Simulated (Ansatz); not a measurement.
# InSe: the cost of one run

Computed with Ansatz 0.2.0 (DFT PBE+D3(BJ), scalar-relativistic, plane waves, PAW, unless a step's input says otherwise).

4 further runs of the same task are left out: 2 that didn't finish, 2 set aside as unsound or not needed.

## Step 1: The starting structure

The structure is hexagonal, space group P6_3/mmc (No. 194). The conventional cell has a = 4.032 Å, b = 4.032 Å, c = 16.762 Å, α = 90.00°, β = 90.00°, γ = 120.00°. In (site symmetry 3m) is surrounded by 3 Se at 2.66 Å and 1 In at 2.79 Å. Se (site symmetry 3m) is surrounded by 3 In at 2.66 Å.

Coordinates:

```cif
data_structure
_symmetry_space_group_name_H-M 'P6_3/mmc'
_symmetry_Int_Tables_number 194
_cell_length_a 4.0318
_cell_length_b 4.0318
_cell_length_c 16.7624
_cell_angle_alpha 90.000
_cell_angle_beta 90.000
_cell_angle_gamma 120.000
_cell_volume 235.97
loop_
_atom_site_label
_atom_site_type_symbol
_atom_site_symmetry_multiplicity
_atom_site_Wyckoff_symbol
_atom_site_fract_x
_atom_site_fract_y
_atom_site_fract_z
_atom_site_occupancy
In1 In 4 f 0.33333 0.66667 0.16666 1
Se1 Se 4 f 0.33333 0.66667 0.58987 1
```

It is the result of an earlier relaxation at this level (volume 29.50 Å³/atom; gap on the mesh: 0.37 eV).

## Step 2: Zero of the scan

Input file input.yaml:

```yaml
crystal:
  lattice:
    - [4.031771486, 0.0, 0.0]
    - [-2.015885743, 3.4916165292, 0.0]
    - [0.0, 0.0, 16.7623717135]
  atoms:
    - { symbol: In, position: [0.3333333333, 0.6666666667, 0.1666581949] }
    - { symbol: In, position: [0.6666666667, 0.3333333333, 0.6666581949] }
    - { symbol: In, position: [0.3333333333, 0.6666666667, 0.3333418051] }
    - { symbol: In, position: [0.6666666667, 0.3333333333, 0.8333418051] }
    - { symbol: Se, position: [0.3333333333, 0.6666666667, 0.5898711344] }
    - { symbol: Se, position: [0.6666666667, 0.3333333333, 0.0898711344] }
    - { symbol: Se, position: [0.3333333333, 0.6666666667, 0.9101288656] }
    - { symbol: Se, position: [0.6666666667, 0.3333333333, 0.4101288656] }
basis:
  ecutwfc: 420
kpoints:
  mp_grid: { grid: [12, 12, 2] }
hamiltonian:
  xc: pbe
  dispersion: d3bj
scf:
  occupations: { method: gaussian, width: 0.03 }
output:
  forces: true
  stress: true
  eigenvalues: true
```

The run is started by

```console
> ansatz run input.yaml --threads 2 --pin off --max-ram 5120MiB --backend cpu --events-out ev --progress --plain --runs-dir out
```

What time and memory should one allow on 2 threads of AMD EPYC 7R43 (Zen 3), shared host?

About 18 s, with a peak of 0.84 GiB.
